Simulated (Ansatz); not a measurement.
# Cl2HInO: the cost of one run

Program: Ansatz 0.2.0. Level of theory: RKS PBE0-D4/def2-SVP. These are calculated values, not measurements.

## 1. The structure to begin with

Bond lengths: In1–O2 1.990 Å, O2–H3 1.010 Å, In1–Cl4 2.440 Å, In1–Cl5 2.440 Å. Angles: In1–O2–H3 109.5°, O2–In1–Cl4 120.0°, O2–In1–Cl5 120.0°, Cl4–In1–Cl5 120.0°.

Structure file:

```xyz
5

In    0.0000    0.0000    0.0000
O     0.0000    0.0000    1.9900
H    -0.9095   -0.2814    2.3271
Cl    2.1130    0.0000   -1.2200
Cl   -2.1130    0.0000   -1.2200
```

## 2. Preparing the start

input.yaml reads:

```yaml
crystal:
  periodic: [false, false, false]
  atoms:
    - { symbol: In, position_ang: [0.0, 0.0, 0.0] }
    - { symbol: O, position_ang: [0.0, 0.0, 1.99] }
    - { symbol: H, position_ang: [-0.9095, -0.2814, 2.3271] }
    - { symbol: Cl, position_ang: [2.113, 0.0, -1.22] }
    - { symbol: Cl, position_ang: [-2.113, 0.0, -1.22] }
basis:
  gaussian: { orbitals: def2-SVP }
hamiltonian:
  xc: pbe0
  dispersion: d4
relax:
  f_tol: 0.02
  max_steps: 40
```

Command:

```sh
> ansatz run input.yaml --threads 2 --pin off --max-ram 3072MiB --backend cpu --events-out ev --progress --plain --runs-dir out
```

What time and memory should one allow on 2 threads of Arm Neoverse V2, shared host?

About 11 s, with a peak of 0.17 GiB.
